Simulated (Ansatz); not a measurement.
**[GeH3]− (SMILES [H][Ge-]([H])[H]) at 5 levels**

We compute a comparison of 5 runs (HF/STO-3G, CAM-B3LYP/STO-3G, UB3LYP/STO-3G, CCSD(T)/STO-3G, FCI/STO-3G) of [GeH3]−. 

The calculation is run with Ansatz 0.2.0.

5 further runs of the same task are left out: 4 that didn't finish, 1 set aside as unsound or not needed.

**1. The system as given**

[GeH3]− has 4 atoms, charge -1, and is taken as a singlet. As SMILES, `[H][Ge-]([H])[H]`. The H4–Ge1 distance was set to 3.512 Å, away from the relaxed value. At this shape a bond of the SMILES string is far longer than usual.

Bond lengths: Ge1–H2 1.752 Å, Ge1–H3 1.754 Å. Angles: H2–Ge1–H3 89.1°.

**2. The energy at HF/STO-3G (run 1)**

Contents of in.yaml:

```yaml
basis:
  gaussian:
    orbitals: STO-3G
crystal:
  periodic: [false, false, false]
  atoms:
    - {symbol: Ge, position_ang: [0.721945, 1.235444, 1.787890]}
    - {symbol: H, position_ang: [2.151415, 1.198184, 0.775450]}
    - {symbol: H, position_ang: [0.052005, 2.479114, 0.748160]}
    - {symbol: H, position_ang: [-0.736970, -1.223820, -0.251850]}
accuracy: high
total_charge: -1
hamiltonian:
  xc: hf
```

Launch:

```console
$ ansatz run in.yaml --threads 1 --pin off --max-ram 2610MiB --events-out events.jsonl --progress --plain --runs-dir runs
```

The log of the run:

```text
Warning: RAYON_NUM_THREADS=1 ignored (pool sized by the plan → 1); use --threads N
Functional definition: HF
  name "HF"
  exchange = exact_x
  correlation = 0
251 factors; integrals over basis functions are off by at most 1.9e-8 eV
mean field evaluation 1: about -55863.5170 eV, gradient 9.0e0 eV
mean field evaluation 2: about -55863.5278 eV, gradient 8.9e0 eV
mean field evaluation 4: about -55865.0380 eV, gradient 1.7e0 eV
mean field evaluation 8: about -55865.0797 eV, gradient 3.6e-2 eV
mean field -55865.07968081 eV, -2053.0038115586 hartree, gradient 6.4e-8 eV, S^2 0.000000; 0 other end points of the search recorded, 0 dependent functions left out
reference -55865.07968081 eV, -2053.0038115586 hartree; 18, 18 occupied and 3, 3 virtual orbitals, 251 factors
Total energy: -55865.07968081 eV, -2053.0038115586 hartree
```

Wall time 0.1 s (1 thread of Arm Neoverse V1, shared host).

**3. A single-point energy at CAM-B3LYP/STO-3G (run 2)**

Changes to in.yaml since step 2:

```diff
@@ -1,4 +1 @@
-basis:
-  gaussian:
-    orbitals: STO-3G
 crystal:
@@ -10,5 +7,8 @@
     - {symbol: H, position_ang: [-0.736970, -1.223820, -0.251850]}
+basis:
+  gaussian:
+    orbitals: STO-3G
+hamiltonian:
+  xc: {name: CAM-B3LYP}
 accuracy: high
 total_charge: -1
-hamiltonian:
-  xc: hf
```

Launch:

```console
$ ansatz run in.yaml --threads 1 --pin off --max-ram 2610MiB --events-out events.jsonl --progress --plain --runs-dir runs
```

The log of the run (excerpt; [...] marks lines left out):

```text
Warning: RAYON_NUM_THREADS=1 ignored (pool sized by the plan → 1); use --threads N
Functional definition: CAM-B3LYP
  name "CAM-B3LYP"
[...]
251 factors; integrals over basis functions are off by at most 1.9e-8 eV
97 factors; integrals over basis functions are off by at most 1.1e-9 eV
[...]
mean field -55904.56674284 eV, -2054.4549343230 hartree, gradient 1.5e-8 eV, S^2 0.000000; 6 other end points of the search recorded, 0 dependent functions left out
reference -55904.56675710 eV, -2054.4549348472 hartree; 18, 18 occupied and 3, 3 virtual orbitals, 251 factors
Total energy: -55904.56675710 eV, -2054.4549348472 hartree
```

Run time: 1.5 s. Hardware: 1 thread of Arm Neoverse V1, shared host.

Run 3 isn't shown in full; the table further down has it.

**4. A single-point energy at CCSD(T)/STO-3G (run 4)**

Contents of job.yaml:

```yaml
crystal:
  periodic: [false, false, false]
  atoms:
    - symbol: Ge
      position_ang: [0.721945, 1.235444, 1.787890]
    - symbol: H
      position_ang: [2.151415, 1.198184, 0.775450]
    - symbol: H
      position_ang: [0.052005, 2.479114, 0.748160]
    - symbol: H
      position_ang: [-0.736970, -1.223820, -0.251850]
basis:
  gaussian: {orbitals: STO-3G}
total_charge: -1
correlation: {method: ccsd_t, frozen_orbitals: {Ge: 9, H: 0}}
accuracy: high
scf: {omitted_lower_state_checks: [cluster_reference, increment]}
```

Launch:

```console
$ ansatz run job.yaml --threads 1 --pin off --max-ram 2610MiB --events-out events.jsonl --progress --plain --runs-dir runs
```

The log of the run:

```text
Warning: RAYON_NUM_THREADS=1 ignored (pool sized by the plan → 1); use --threads N
[... 11 lines left out ...]
9 core orbitals not correlated: weight in the atoms' cores, before any rotation towards them, 1.000 or more for the frozen orbitals, at most 0.000 for the correlated occupied ones
[... 37 lines left out ...]
WARN: these amplitudes may be one of several solutions (largest doubles amplitude 0.98, level shift 5.08 eV)
Total energy: -55869.24838169 eV, -2053.1570084905 hartree
Checks for a lower state left out: cluster_reference, increment
```

Wall time 0.18 s (1 thread of Arm Neoverse V1, shared host).

**5. A single-point energy at FCI/STO-3G (run 5)**

Contents of job.yaml:

```yaml
crystal:
  periodic: [false, false, false]
  atoms:
    - {symbol: Ge, position_ang: [0.721945, 1.235444, 1.787890]}
    - {symbol: H, position_ang: [2.151415, 1.198184, 0.775450]}
    - {symbol: H, position_ang: [0.052005, 2.479114, 0.748160]}
    - {symbol: H, position_ang: [-0.736970, -1.223820, -0.251850]}
basis:
  gaussian:
    orbitals: STO-3G
total_charge: -1
accuracy: high
correlation:
  method: fci
  frozen_orbitals: {Ge: 9, H: 0}
```

Launch:

```console
$ ansatz run job.yaml --threads 1 --pin off --max-ram 2610MiB --events-out events.jsonl --progress --plain --runs-dir runs
```

The log of the run (excerpt; [...] marks lines left out):

```text
Warning: RAYON_NUM_THREADS=1 ignored (pool sized by the plan → 1); use --threads N
[... 2 set-up lines as earlier in the session ...]
[...]
251 factors; integrals over basis functions are off by at most 1.9e-8 eV
[...]
mean field -55865.07968081 eV, -2053.0038115586 hartree, gradient 6.4e-8 eV, S^2 0.000000; 0 other end points of the search recorded, 0 dependent functions left out; unrestricted orbitals would lower it
[...]
unrestricted determinant -55867.65849303 eV, -2053.0985811597 hartree, S^2 0.9914
9 core orbitals not correlated: weight in the atoms' cores, before any rotation towards them, 1.000 or more for the frozen orbitals, at most 0.000 for the correlated occupied ones
reference -55865.07968081 eV, -2053.0038115586 hartree; 9, 9 occupied and 3, 3 virtual orbitals, 251 factors
state -55869.01272158 eV, -2053.1483481409 hartree
Total energy: -55869.01272158 eV, -2053.1483481409 hartree
```

It took 0.36 s on 1 thread of Arm Neoverse V1, shared host.

**6. Overview of the runs**

```csv
run,level,frozen core orbitals,energy (Eh),wall time
1,HF/STO-3G,–,-2053.003812,0.1 s
2,CAM-B3LYP/STO-3G,–,-2054.454935,1.5 s
3,UB3LYP/STO-3G,–,-2054.460357,3.3 s
4,CCSD(T)/STO-3G,9,-2053.157008,0.18 s
5,FCI/STO-3G,9,-2053.148348,0.36 s
```

**7. Outcome**

| quantity | value |
| --- | --- |
| run 5: total energy | -2053.14835 Eh |
| run 5: correlation energy (9 core orbitals frozen) | -144.5 mEh |

What this shows: Against full CI in this basis: HF +144.5 mEh; CCSD(T) -8.7 mEh. Totals of different functionals can't be ranked against each other. In run 4 the T1 diagnostic is large, so a single reference may not serve. In run 4 the log says that unrestricted orbitals would lower the reference, so the values rest on an unstable closed-shell determinant (other closed-shell runs at this shape may share the fault). In runs 1, 2, 3, 4, 5 the basis is minimal, so the values are rough. Spin contamination of the reference: run 3 ⟨S²⟩ = 0.69. Where it is this large, the reference is a mixture of spin states, and values that rest on it are in doubt. All runs together took 5.4 s, the longest 3.3 s.
